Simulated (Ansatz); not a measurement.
# SnBrF (SMILES [F][Sn][Br]): a rigid scan of the angle Br3–Sn2–F1

Aim: the energy along the angle Br3–Sn2–F1, from CCSD(T) and from cheaper methods, relative to the minimum. No other atom is relaxed.

Program: Ansatz 0.2.0, Gaussian basis. Level of theory: single points in def2-TZVPP. These are calculated values, not measurements.

Levels: PBE-D4, r2SCAN-D4, PBE0-D4, B3LYP-D4, wB97M-V, Hartree-Fock, MP2, CCSD, CCSD(T). The scan takes 67.3, 74.8, 82.3, 89.8, 97.3, 104.8, 112.3, 119.8, 127.3°.

Cores are frozen in the correlated methods. Filled d shells of the heavier atoms are correlated. Core potentials replace the inner electrons past krypton, and spin-orbit coupling is left out. B3LYP uses VWN-RPA correlation.

28 further runs of the same task are left out: 28 set aside as unsound or not needed.

## (1) Where the work starts

The minimum, relaxed at PBE0-D4: SMILES `[F][Sn][Br]`, 3 atoms, charge 0, spin multiplicity 1.

Atoms are counted from 1 here; the program's logs count them from 0.

Bond lengths: F1–Sn2 1.936 Å, Sn2–Br3 2.515 Å. Angles: F1–Sn2–Br3 97.3°.

As a file:

```
atom     x (Å)     y (Å)     z (Å)
  F1  -0.94324   1.24893  -0.38888
 Sn2  -0.63646  -0.66249  -0.41681
 Br3   1.56871  -0.65123   0.79240
```

Energies of the minimum (eV), from earlier single points: PBE-D4 -78585.90042, r2SCAN-D4 -78599.52518, PBE0-D4 -78588.31084, B3LYP-D4 -78601.76593, wB97M-V -78593.00266, CCSD(T) -78537.63153.

At the minimum the angle Br3–Sn2–F1 is 97.3°.

## (2) Br3–Sn2–F1 = 67.3°

Contents of ccsdt-tzvpp/in.yaml:

```yaml
crystal:
  periodic: [false, false, false]
  atoms:
    - {symbol: F, position_ang: [-0.943241, 1.248928, -0.388884]}
    - {symbol: Sn, position_ang: [-0.636464, -0.662494, -0.416812]}
    - {symbol: Br, position_ang: [1.213576, 0.600796, 0.726226]}
basis:
  gaussian: {orbitals: def2-TZVPP}
correlation: {method: ccsd_t}
```

The command line of these runs was not kept.

The runs that follow: Br3–Sn2–F1 = 74.8°; Br3–Sn2–F1 = 82.3°; Br3–Sn2–F1 = 89.8°; Br3–Sn2–F1 = 97.3°; Br3–Sn2–F1 = 104.8°; Br3–Sn2–F1 = 112.3°; Br3–Sn2–F1 = 119.8°; Br3–Sn2–F1 = 127.3°.

Before running it: what results should come out? Wanted: highest point, CCSD(T); lowest point, CCSD(T); minimum along the scan, CCSD(T); RMS deviation from CCSD(T); largest T1 diagnostic.

**Answer**, as computed:

| quantity | value |
| --- | --- |
| highest point, CCSD(T) | 0.940 eV at 67.3° |
| lowest point, CCSD(T) | 0.000 eV at 97.3° |
| minimum along the scan, CCSD(T) | 97.1° |
| curvature there | 1.23 meV/deg² |
| RMS deviation from CCSD(T) | PBE-D4 0.031, r2SCAN-D4 0.014, PBE0-D4 0.016, B3LYP-D4 0.013, wB97M-V 0.020, Hartree-Fock 0.053, MP2 0.007, CCSD 0.009 eV |
| largest T1 diagnostic | 0.014 |

**Reading.** A polynomial through the near points puts the CCSD(T) minimum 0.2° below the PBE0-D4 value. Curvature against CCSD(T): PBE-D4 -12 %, Hartree-Fock +18 %. MP2 follows the CCSD(T) curve best and Hartree-Fock worst.
